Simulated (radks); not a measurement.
**Ga²⁺ in [Ar] 3d10 4s0.5 5s0.5: an all-electron calculation**

An exercise on one series of results from a longer session: the logs are not shown, and one member is left open.

Program: radks (a radial shooting solver on a logarithmic mesh, Libxc functionals) version 1. Level of theory: scalar-relativistic Kohn-Sham, exchange-only B88, spin-unpolarised, spherical densities, point nucleus. These are calculated values, not measurements, unless marked.

## Starting point

- element: gallium (Z = 31)
- charge: +2
- electrons: 29
- configuration: [Ar] 3d10 4s0.5 5s0.5

The first run:

The run's settings:

```text
Z 31
configuration [Ar] 3d10 4s0.5 5s0.5
relativity scalar-relativistic
functional b88,
spin unpolarised
nucleus point
c 137.035999084
```

One table of the session follows, with a row left open; its other results are not shown here.

It belongs to the step «Radial structure». Sizes of the orbitals, from the radial functions (bohr):

```
level      <r>  outermost maximum (interpolated)  90 % within  nodes
   1s  0.04860                            0.0318       0.0868      0
   2s   0.2178                             0.182        0.337      1
   2p   0.1907                             0.146        0.312      0
   3s        ?                                 ?            ?      ?
   3p   0.6791                             0.567         1.05      1
   3d   0.7962                             0.533         1.37      0
   4s    2.044                              1.76         3.02      3
   5s    4.829                              4.56         6.85      4
```

Estimate the missing values for 3s.

As computed: <r>: 0.6521; outermost maximum (interpolated): 0.564; 90 % within: 0.977; nodes: 2. In the column «<r>» it lies between 2s (0.2178) and 3p (0.6791).
